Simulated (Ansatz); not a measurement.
Working through cell relaxations under several functionals of AlIr, space group Pm-3m

Program: the Ansatz DFT code, driven from Python.

At the Python prompt:
```pycon
>>> import ansatz as az
>>> from ase import Atoms
>>> import numpy as np
>>> KGRID = (11, 11, 11)
>>> OCCUPATIONS = "Marzari-Vanderbilt"
>>> WIDTH_EV = 0.1
>>> FORCE_TOL = 0.03
>>> def edges_and_angles(cell):
...     cell = np.asarray(cell)
...     a, b, c = np.linalg.norm(cell, axis=1)
...     cosines = cell[1] @ cell[2] / (b * c), cell[0] @ cell[2] / (a * c), cell[0] @ cell[1] / (a * b)
...     return (a, b, c, *np.degrees(np.arccos(cosines)))
...
>>> atoms = Atoms(
...     ["Al", "Ir"],
...     scaled_positions=[
...         (0.0, 0.0, 0.0),
...         (0.5, 0.5, 0.5),
...     ],
...     cell=[
...         (2.994555, 0.0, 0.0),
...         (0.0, 2.994555, 0.0),
...         (0.0, 0.0, 2.994555),
...     ],
...     pbc=True,
... )
>>> xtal = az.Crystal.from_ase(atoms)
>>> [site.symbol for site in xtal.resolved().sites]
['Al', 'Ir']
>>> model = (
...     xtal.calculation()
...     .kpoints(*KGRID)
...     .occupations(OCCUPATIONS, width=WIDTH_EV)
...     .relax(cell=True, force_tolerance=FORCE_TOL)
... )
>>> levels = [("lda", "none"), ("pbesol", "none"), ("pbesol", "d3bj")]
>>> print("level            a       b       c    alpha   beta  gamma  V/atom  steps")
level            a       b       c    alpha   beta  gamma  V/atom  steps
>>> for name, dispersion in levels:
...     seen = []
...     run = model.functional(name, dispersion=dispersion).session().plan()
...     result = run.execute(on_event=lambda e: seen.append(e) if e["event"] == "relax_step" else None)
...     cell = result.lattice.cell_ang
...     label = name if dispersion == "none" else f"{name}+{dispersion}"
...     print("{:13s} {:7.4f} {:7.4f} {:7.4f} {:6.2f} {:6.2f} {:6.2f}".format(label, *edges_and_angles(cell)), f"{abs(np.linalg.det(cell)) / len(result.lattice.sites):7.3f} {len(seen):5d}")
...
DeckWarning: basis.ecutwfc = 420 eV, auto-derived from the records' recommended cutoffs: set by Al (normal level)
lda            2.9690  2.9690  2.9690  90.00  90.00  90.00  13.086     5
pbesol         2.9890  2.9890  2.9890  90.00  90.00  90.00  13.353     4
pbesol+d3bj    2.9623  2.9623  2.9623  90.00  90.00  90.00  12.997     5
```

From smallest to largest: PBEsol+D3BJ (13.00 Å³ an atom, -3.2 % against the start), LDA (13.09 Å³ an atom, -2.5 % against the start) and PBEsol (13.35 Å³ an atom, -0.6 % against the start). The spread is 2.7 % in volume.

What to keep in mind:
- The run is spin-unpolarised.
- Forces vanish by symmetry, so the ions can't move, and the end may be a saddle.
- Dispersion corrections can be off by several per cent in the lattices of metals, and by several GPa in the pressure at a fixed cell.
- Spin-orbit coupling, which matters for elements this heavy, is left out.
- The structure comes from a database of computed cells and needn't be a stable or known phase.
- Warnings are shown shortened and without file and line.
- It ran for 8 s on 1 thread of Intel(R) Xeon(R) 6975P-C (Granite Rapids) (shared host), peak memory 0.43 GiB.
